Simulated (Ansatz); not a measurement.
Input of an Ansatz 0.2.0 run:

The input input.yaml:

```yaml
crystal:
  lattice:
    - [4.99, 0.0, 0.0]
    - [0.0, 3.72, 0.0]
    - [0.0, 0.0, 7.03]
  atoms:
    - { symbol: Ni, position: [0.325, 0.75, 0.937], spin: 1.0 }
    - { symbol: Ni, position: [0.675, 0.25, 0.063], spin: 1.0 }
    - { symbol: Ni, position: [0.175, 0.25, 0.437], spin: 1.0 }
    - { symbol: Ni, position: [0.825, 0.75, 0.563], spin: 1.0 }
    - { symbol: Ni, position: [0.458, 0.75, 0.297], spin: 1.0 }
    - { symbol: Ni, position: [0.542, 0.25, 0.703], spin: 1.0 }
    - { symbol: Ni, position: [0.042, 0.25, 0.797], spin: 1.0 }
    - { symbol: Ni, position: [0.958, 0.75, 0.203], spin: 1.0 }
    - { symbol: Si, position: [0.786, 0.75, 0.886] }
    - { symbol: Si, position: [0.214, 0.25, 0.114] }
    - { symbol: Si, position: [0.714, 0.25, 0.386] }
    - { symbol: Si, position: [0.286, 0.75, 0.614] }
hamiltonian:
  xc: revpbe
  pseudopotentials: { kind: paw }
magnetization:
  spin_polarized: true
kpoints:
  mp_grid: { grid: [5, 5, 3] }
  band_path:
    path:
      - [[0.0, 0.0, 0.0], [0.0, -0.5, 0.0], [-0.5, -0.5, 0.0], [-0.5, 0.0, 0.0], [0.0, 0.0, 0.0], [0.0, 0.0, -0.5], [0.0, -0.5, -0.5], [-0.5, -0.5, -0.5], [-0.5, 0.0, -0.5], [0.0, 0.0, -0.5]]
      - [[-0.5, 0.0, 0.0], [-0.5, 0.0, -0.5]]
      - [[0.0, -0.5, -0.5], [0.0, -0.5, 0.0]]
      - [[-0.5, -0.5, 0.0], [-0.5, -0.5, -0.5]]
    npoints: 10
scf:
  occupations: { method: fermi_dirac, width: 0.05 }
  n_extra_bands: 30
output:
  forces: true
  stress: true
  eigenvalues: true
  fatbands: false
```

Potentials or basis: Ansatz PAW.

Run with:

```console
$ ansatz run input.yaml --threads 4 --pin off --max-ram 11264MiB --backend cpu --events-out ev --progress --plain --runs-dir out
```

**Question.** What does it give for the absolute moment?

**Answer.** 0.00 μB per cell.

**Question.** What does it give for the band gap on the k mesh?

**Answer.** None (metal or under the smearing width).

Forces on the atoms (eV/Å):
```
Ni   0.264  0.000  0.243
Ni  -0.264  0.000 -0.243
Ni  -0.264  0.000  0.243
Ni   0.264  0.000 -0.243
Ni   0.100  0.000 -0.261
Ni  -0.100  0.000  0.261
Ni  -0.100  0.000 -0.261
Ni   0.100  0.000  0.261
Si  -0.025  0.000  0.043
Si   0.025  0.000 -0.043
Si   0.025  0.000  0.043
Si  -0.025  0.000 -0.043
```

Caveat: the PAW data sets come from PBE, with cores solved anew for the run's functional, which leaves a small shift of forces and pressure; the starting moments weren't kept.
